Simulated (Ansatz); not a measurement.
# Pt: a tetragonal deformation path

The task here is to estimate one member of a computed series from the others.

Computed with Ansatz 0.2.0 (DFT r2SCAN, scalar-relativistic, plane waves, PAW, unless a step's input says otherwise).

### The starting structure

Symmetry: Im-3m, No. 229, cubic system. The conventional cell has a = 3.168 Å, b = 3.168 Å, c = 3.168 Å, α = 90.00°, β = 90.00°, γ = 90.00°. Around Pt (site symmetry m-3m) lie 8 Pt at 2.74 Å.

Structure file:

```cif
data_structure
_symmetry_space_group_name_H-M 'Im-3m'
_symmetry_Int_Tables_number 229
_cell_length_a 3.1684
_cell_length_b 3.1684
_cell_length_c 3.1684
_cell_angle_alpha 90.000
_cell_angle_beta 90.000
_cell_angle_gamma 90.000
_cell_volume 31.81
loop_
_atom_site_label
_atom_site_type_symbol
_atom_site_symmetry_multiplicity
_atom_site_Wyckoff_symbol
_atom_site_fract_x
_atom_site_fract_y
_atom_site_fract_z
_atom_site_occupancy
Pt1 Pt 2 a 0.00000 0.00000 0.00000 1
```

It goes back to an entry of the Materials Project, which need not be the stable form.

The cell is taken as given, not relaxed at this level.

### Zero of energy

The reference gives a free energy of -12536.6900 eV, pressure -6.49 GPa, largest force 0.000 eV/Å and gap on the mesh none (metal). It was computed beforehand with the settings of the runs below.

Set-up of the first run:

At fixed volume and fractional coordinates, lengths along (0.000, 0.000, 1.000) are scaled against those across it; ρ is that ratio over its starting value.

The input, input.yaml:

```yaml
crystal:
  lattice:
    - [-1.778316346, 1.778316346, 1.2572696566]
    - [1.778316346, -1.778316346, 1.2572696566]
    - [1.778316346, 1.778316346, -1.2572696566]
  atoms:
    - { symbol: Pt, position: [0.0, 0.0, 0.0] }
basis:
  ecutwfc: 500
kpoints:
  mp_grid: { grid: [24, 24, 24] }
hamiltonian:
  xc: r2scan
scf:
  occupations: { method: gaussian, width: 0.15 }
output:
  forces: true
  stress: true
  eigenvalues: true
```

On the command line:

```sh
> ansatz run input.yaml --threads 1 --pin off --max-ram 2560MiB --backend cpu --events-out ev --progress --plain --runs-dir out
```

Steps of the session up to this table: ρ = 0.707; ρ = 1.414; Point ρ = 0.850; ρ = 1.200; ρ = 0.780; At ρ = 1.300; ρ = 0.920; Point ρ = 1.100; Point ρ = 0.650; ρ = 1.500; At ρ = 0.960; Point ρ = 1.050.

One table of the session follows, with a row left open; its other results are not shown here.

The scan, with free energies counted from the undisturbed cell:

```
    ρ  ΔE (meV/atom)  pressure (GPa)
0.650          458.0            18.2
0.707           71.3             3.2
0.780          -92.2            -5.5
0.850          -72.5            -7.4
0.920          -20.7            -6.9
0.960           -4.9            -6.6
1.000            0.0            -6.5
1.050           -6.0            -6.6
1.100              ?               ?
1.200          -50.9            -8.0
1.300          -75.2            -8.9
1.414          -88.7            -9.5
1.500          -78.5            -9.1
```

Estimate the missing values for ρ = 1.100.

Worked estimate for «ΔE (meV/atom)». A straight line through the neighbours (1.050, -6.0) and (1.200, -50.9) gives -6.0 + (-50.9 + 6.0) × (1.100 − 1.050) / (1.200 − 1.050) = -21.0; a parabola fitted to 4 rows on both sides gives -22.3.

As computed: ΔE (meV/atom): -19.8; pressure (GPa): -7.0. In «ΔE (meV/atom)» the line misses by -1.2 and the parabola by -2.5.
